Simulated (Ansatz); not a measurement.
**AlGeH8NSi: one species, many methods**

An exercise on one series of results from a longer session: the logs are not shown, and one member is left open.

Method: functionals in def2-TZVPP, the program's frozen cores in correlated methods; program: Ansatz 0.2.0, Gaussian basis.

Levels to be run: PBE-D4, r2SCAN-D4, PBE0-D4, B3LYP-D4, ωB97X-V, ωB97M-V, B2PLYP; CCSD(T)/def2-TZVPP; MP2/def2-QZVPP; extrapolation to the limit.

**The geometry**

An earlier PBE0-D4 in a triple-zeta def2 set relaxation fixed the geometry.

SMILES `[AlH2][NH][SiH2][GeH3]`, 12 atoms, charge 0, spin multiplicity 1.

Atoms are counted from 1 here; the program's logs count them from 0.

Bond lengths: Al1–N2 1.784 Å, Al1–H5 1.583 Å, Al1–H6 1.580 Å, N2–Si3 1.730 Å, N2–H7 1.012 Å, Si3–Ge4 2.384 Å, Si3–H8 1.487 Å, Si3–H9 1.492 Å, Ge4–H10 1.542 Å, Ge4–H11 1.540 Å, Ge4–H12 1.540 Å. Angles: N2–Al1–H5 117.4°, N2–Al1–H6 117.9°, H5–Al1–H6 124.8°, Al1–N2–Si3 129.1°, Al1–N2–H7 116.3°, Si3–N2–H7 114.5°, N2–Si3–Ge4 112.0°, N2–Si3–H8 107.1°, N2–Si3–H9 112.0°, Ge4–Si3–H8 109.5°, Ge4–Si3–H9 107.9°, H8–Si3–H9 108.2°, Si3–Ge4–H10 110.5°, Si3–Ge4–H11 111.0°, Si3–Ge4–H12 112.0°, H10–Ge4–H11 107.4°, H10–Ge4–H12 107.6°, H11–Ge4–H12 108.1°.

The first run:

in.yaml

```yaml
crystal:
  periodic: [false, false, false]
  atoms:
    - {symbol: Al, position_ang: [-1.656216, 2.027665, 0.375962]}
    - {symbol: N, position_ang: [-0.085189, 1.183971, 0.331368]}
    - {symbol: Si, position_ang: [0.296535, -0.436736, 0.799743]}
    - {symbol: Ge, position_ang: [1.119105, -1.723854, -1.030743]}
    - {symbol: H, position_ang: [-1.696036, 3.519721, -0.150825]}
    - {symbol: H, position_ang: [-2.903982, 1.235326, 0.933961]}
    - {symbol: H, position_ang: [0.697321, 1.710522, -0.036740]}
    - {symbol: H, position_ang: [-0.956290, -1.051141, 1.314262]}
    - {symbol: H, position_ang: [1.317540, -0.479793, 1.887198]}
    - {symbol: H, position_ang: [2.355487, -1.046319, -1.654341]}
    - {symbol: H, position_ang: [0.055780, -1.851939, -2.137617]}
    - {symbol: H, position_ang: [1.532846, -3.142526, -0.598229]}
basis:
  gaussian: {orbitals: def2-TZVPP}
hamiltonian: {xc: pbe, dispersion: d4}
output: {forces: true, orbitals: {seedname: orbitals}}
```

On the command line:

```
> ansatz run in.yaml --threads 4 --pin off --events-out ev --progress --plain --max-ram 10444MiB
```

Among the steps run: PBE-D4 (GGA); r2SCAN-D4 (meta-GGA); PBE0-D4 (hybrid); B3LYP-D4 (hybrid); ωB97X-V (range-separated); ωB97M-V (range-separated); B2PLYP (double hybrid); CCSD(T) in def2-TZVPP; MP2 in def2-QZVPP.

One table of the session follows, with a row left open; its other results are not shown here.

| method | atomisation energy (eV) |
| --- | --- |
| PBE-D4 | 35.640 |
| r2SCAN-D4 | 35.967 |
| PBE0-D4 | 35.451 |
| B3LYP-D4 | 36.008 |
| ωB97X-V | 36.390 |
| ωB97M-V | ? |
| B2PLYP | 35.515 |
| HF/def2-TZVPP | 26.405 |
| MP2/def2-TZVPP | 35.020 |
| CCSD/def2-TZVPP | 34.893 |
| CCSD(T)/def2-TZVPP | 35.270 |
| MP2/CBS | 35.946 |
| CCSD(T)/CBS | 36.196 |

Estimate the missing values for ωB97M-V.

The run gave: atomisation energy (eV): 36.011. In the column «atomisation energy (eV)» it lies between B3LYP-D4 (36.008) and CCSD(T)/CBS (36.196).
